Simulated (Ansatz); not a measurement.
# BrCuFH2SSi: the cost of one run

Method: RKS B3LYP-D4/def2-SVP; program: Ansatz 0.2.0.

**1. Where the work starts**

SMILES `F[SiH](S)Br`, 6 atoms, charge 0, spin multiplicity 1.

Atoms are counted from 1 here; the program's logs count them from 0.

Bond lengths: F1–Si2 1.634 Å, Si2–S3 2.134 Å, Si2–Br4 2.218 Å, Si2–H5 1.494 Å, S3–H6 1.366 Å. Angles: F1–Si2–S3 111.1°, F1–Si2–Br4 109.3°, F1–Si2–H5 106.1°, S3–Si2–Br4 105.8°, S3–Si2–H5 114.3°, Br4–Si2–H5 110.3°, Si2–S3–H6 93.0°.

As a file:

```mol
BrFH2SSi
  3D, bonds by distance, orders not assigned

  6  5  0  0  0  0  0  0  0  0999 V2000
   -0.0879   -1.5710   -0.8431 F   0  0
   -0.1629    0.0023   -0.4099 Si  0  0
    0.2174    0.2432    1.6757 S   0  0
   -2.2229    0.7550   -0.7393 Br  0  0
    0.7993    0.7223   -1.2970 H   0  0
    1.4992   -0.2157    1.5674 H   0  0
  1  2  8  0
  2  3  8  0
  2  4  8  0
  2  5  8  0
  3  6  8  0
M  END
```

This geometry comes from a loose relaxation at PBE in a small basis, which is not shown.

**4. Plan of the scan**

The probe is moved over a plane parallel to the molecule's main plane, 3.65 Å above it (x and y are the axes of that plane, centred on the molecule).

First coordinate, x of the probe's Cu atom: 11 values from −3.75 Å. Second coordinate, y of the probe's Cu atom: 9 values from −3.00 Å.

Nothing else is relaxed (molecule and probe rigid). Energies count from molecule and probe far apart, each relaxed in its own basis (no counterpoise correction). Points are written as (first, second).

The probe Cu+ moves over a plane: parallel to the molecule's main plane, 3.65 Å above it. The molecule is turned into the frame of its main axes, as the inputs below show.

(The set-up runs are not shown.)

**5. The run at (−0.75 Å, −0.75 Å)**

input.yaml reads:

```yaml
crystal:
  periodic: [false, false, false]
  atoms:
    - { symbol: F, position_ang: [0.085299, 1.656333, -0.217882] }
    - { symbol: Si, position_ang: [0.042391, 0.202094, 0.497159] }
    - { symbol: S, position_ang: [1.674564, -1.00644, -0.145484] }
    - { symbol: Br, position_ang: [-1.802254, -0.851987, -0.133794] }
    - { symbol: H, position_ang: [0.015277, 0.452234, 1.954313] }
    - { symbol: H, position_ang: [2.606242, -0.194348, 0.413274] }
    - { symbol: Cu, position_ang: [-0.75, -0.75, 3.65] }
total_charge: 1
basis:
  gaussian: { orbitals: def2-SVP }
hamiltonian:
  xc: { name: B3LYP }
  dispersion: d4
output:
  forces: true
```

Started as:

```
$ ansatz run input.yaml --threads 1 --pin off --max-ram 2560MiB --backend cpu --events-out ev --progress --plain --runs-dir out
```

**Question.** How long does this run take on 1 thread of Arm Neoverse N1, shared host, and how much memory does it need?

About 16 s, with a peak of 0.32 GiB.
